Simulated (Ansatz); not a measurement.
BiTe in Ansatz: the effect of functional

BiTe:

```
CELL_PARAMETERS angstrom
0.00000 3.25642 3.25642
3.25642 0.00000 3.25642
3.25642 3.25642 0.00000
ATOMIC_POSITIONS crystal
Bi 0.00000 0.00000 0.00000
Te 0.50000 0.50000 0.50000
```

The cell isn't the ideal one: volume scaled by 1.02.

Alike in all runs:

```yaml
Program: Ansatz 0.2.0
Task: single point
Potentials_or_basis: Ansatz PAW
k_mesh: 7 × 7 × 7
Occupations: fermi-dirac, width 0.05 eV
Spin: no spin polarisation
```

```tsv
functional	cutoff	pressure (GPa)
LDA	420 eV (not typed: the program's choice for these potentials)	-3.5
PBEsol	420 eV (not typed: the program's choice for these potentials)	-2.4
r2SCAN	500 eV (not typed: the program's choice for these potentials)	?
```

Problem. What does the run with functional r2SCAN give?

Solution. Pressure -0.9 GPa.

Caveats: the PAW data sets come from PBE, with cores solved anew for the run's functional, which leaves a small shift of forces and pressure.
